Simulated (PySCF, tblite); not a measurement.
**C₇H₁₁O radical: geometry, infrared bands and EPR parameters**

What infrared bands and EPR parameters should C₇H₁₁O radical (`CC1=[C][C@](C)(CO)C1`) show?

Computed with tblite 0.8.0 and PySCF 2.14.0, with density-fitted response routines of our own, on a single molecule in the gas phase. Atoms are numbered from 0 throughout.

### Step 1. The molecule as given

19 atoms, charge 0, multiplicity 2; geometry from: force field or distance geometry start.

Bonds of the start (Å): C0–C1 1.56, C1–C2 1.23, C2–C3 1.37, C3–C4 1.51, C3–C5 1.52, C5–O6 1.43, C3–C7 1.86, C7–C1 1.80, C0–H8 1.09, C0–H9 1.09, C0–H10 1.09, C4–H11 1.10, C4–H12 1.09, C4–H13 1.10, C5–H14 1.09, C5–H15 1.11, O6–H16 0.97, C7–H17 1.10, C7–H18 1.10.

### Step 2. Optimising the geometry with GFN2-xTB

Job settings and geometry (Å):

```
{"job": {"kind": "relax", "xc": "GFN2-xTB", "basis": "xTB"}, "charge": 0, "multiplicity": 2}
C      2.960400     0.393300    -0.349100
C      1.531200     0.601100     0.241200
C      0.368500     0.510600    -0.140900
C     -0.798800    -0.114900     0.201800
C     -1.255700    -1.255000    -0.674000
C     -1.897000     0.729200     0.816400
O     -2.622000     1.413400    -0.204500
C      0.619100    -0.505600     1.335100
H      3.709100     0.464600     0.443200
H      3.154800     1.163600    -1.093800
H      3.030200    -0.589200    -0.821600
H     -1.938400    -1.923600    -0.139200
H     -0.421400    -1.862900    -1.025600
H     -1.781400    -0.877200    -1.565100
H     -2.602500     0.117200     1.380000
H     -1.502500     1.482200     1.526400
H     -1.984600     1.977900    -0.671800
H      0.934800    -1.563900     1.308700
H      0.486400    -0.151800     2.366900
```

Command:

```
$ OMP_NUM_THREADS=1 python probes_run.py task.json out
```

This one command runs all jobs of the session in turn.

**Question.** This job is followed by: GFN2-xTB harmonic vibrations, gas phase; UKS B3LYP, pcH-1 on C H O, non-relativistic, mean-field spin-orbit, GIAO. What will the session give for the following? strongest single infrared mode (GFN2-xTB); zero-point energy (GFN2-xTB); g(iso) (B3LYP); ⟨S²⟩; largest a(iso) (averaged by class); potential on the surface of density 0.002 e/bohr³, 1st and 99th percentile.

As calculated:

| quantity | value |
| --- | --- |
| strongest single infrared mode (GFN2-xTB) | 409 cm⁻¹, 144 km/mol |
| zero-point energy (GFN2-xTB) | 100.1 kcal/mol |
| g(iso) (B3LYP) | 2.00232 |
| ⟨S²⟩ | 0.757 (exact 0.75) |
| largest a(iso) (averaged by class) | 13C on C2, 316.9 MHz |
| potential on the surface of density 0.002 e/bohr³, 1st and 99th percentile | -1.65 V and 1.40 V |

**Reading.** The optimisation took 98 steps and gained 3.843 eV; among the close pairs (by a distance rule), C3–C7 changed most, from 1.857 to 1.557 Å. All 51 modes are real, so the xTB geometry is a minimum. The strongest single mode, at 409 cm⁻¹, moves mainly H16. Unscaled tight-binding wavenumbers are off by several per cent, some by more. Its intensities can rank the bands wrongly. C2 carries the largest spin population, 0.89 e. The isotropic g lies 0.0 ppt above the free-electron value. These values are for one conformer; the search (at its own cheap level) found 1 more, at 0.64 kcal/mol, and measured spectra average over such forms.
